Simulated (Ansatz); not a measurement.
Consider an atomisation energy of CH8AlNSi, SMILES N[SiH2][CH2][AlH2] (Ansatz 0.2.0, Python API).

The script, `ch8alnsi.py`:
```python
"""Energy to split CH8AlNSi into its atoms."""

from collections import Counter

import ansatz as az
from ase import Atoms


def total_energy(molecule, charge=0, unpaired=0):
    calc = molecule.calculation().basis(gaussian="pcseg-2").functional("pbe0", dispersion="d4")
    if charge:
        calc = calc.charge(charge)
    if unpaired:
        calc = calc.spin("collinear", total=unpaired)
    return calc.run().report["free_energy_ev"]


def main() -> None:
    atoms = Atoms(["N", "Si", "C", "Al", "H", "H", "H", "H", "H", "H", "H", "H"], positions=[
        [-0.8962, 2.141, 0.2139],
        [-0.8014, 0.4019, 0.2715],
        [0.9111, -0.0913, -0.1939],
        [1.183, -2.0649, -0.1103],
        [-0.7777, 2.4554, -0.8091],
        [-1.9413, 2.4294, 0.4152],
        [-1.7178, -0.1999, -0.6714],
        [-1.0643, -0.0397, 1.6281],
        [1.1774, 0.2759, -1.1646],
        [1.6592, 0.3656, 0.5596],
        [0.1715, -2.9844, -1.0145],
        [2.1735, -2.7441, 0.9095],
    ])
    geometry = az.Crystal.molecule_from_ase(atoms)

    # Hund ground states
    unpaired = {"N": 3, "Si": 2, "C": 2, "Al": 1, "H": 1}
    counts = Counter(site.symbol for site in geometry.cartesian_sites)
    atom_energy = {s: total_energy(az.Crystal.molecule().atom(s, (0, 0, 0)), 0, unpaired[s]) for s in counts}
    whole = total_energy(geometry, 0, 0)
    for s, e in atom_energy.items():
        print(f"{s:2s} x{counts[s]}  {e:14.5f} eV")
    print(f"CH8AlNSi: {whole:.5f} eV")
    split = sum(counts[s] * e for s, e in atom_energy.items()) - whole
    print(f"atomisation energy (no zero-point term): {96.485332 * split:.1f} kJ/mol, {split / sum(counts.values()):.3f} eV an atom")


if __name__ == "__main__":
    main()
```

What does it cost to take this molecule apart into atoms?

3796.0 kJ/mol from the electronic energies, without the zero-point term.

The output:

```console
$ python ch8alnsi.py
N  x1     -1484.18194 eV
Si x1     -7871.01623 eV
C  x1     -1028.71373 eV
Al x1     -6592.01231 eV
H  x8       -13.63914 eV
CH8AlNSi: -17124.37961 eV
atomisation energy (no zero-point term): 3796.0 kJ/mol, 3.279 eV an atom
```

Caveats:
- Total energies depend on the basis set; only differences at equal settings carry meaning.
- The geometry is a force-field or estimated start, not a minimum of this method, and the basis set is short of its limit. All parts are taken at fixed geometry, without zero-point energy.
- It ran for 13 s on 1 thread of Arm Neoverse V1 (shared host), peak memory 0.5 GiB.

(Lines on the test bed's own set-up are left out of the output.)
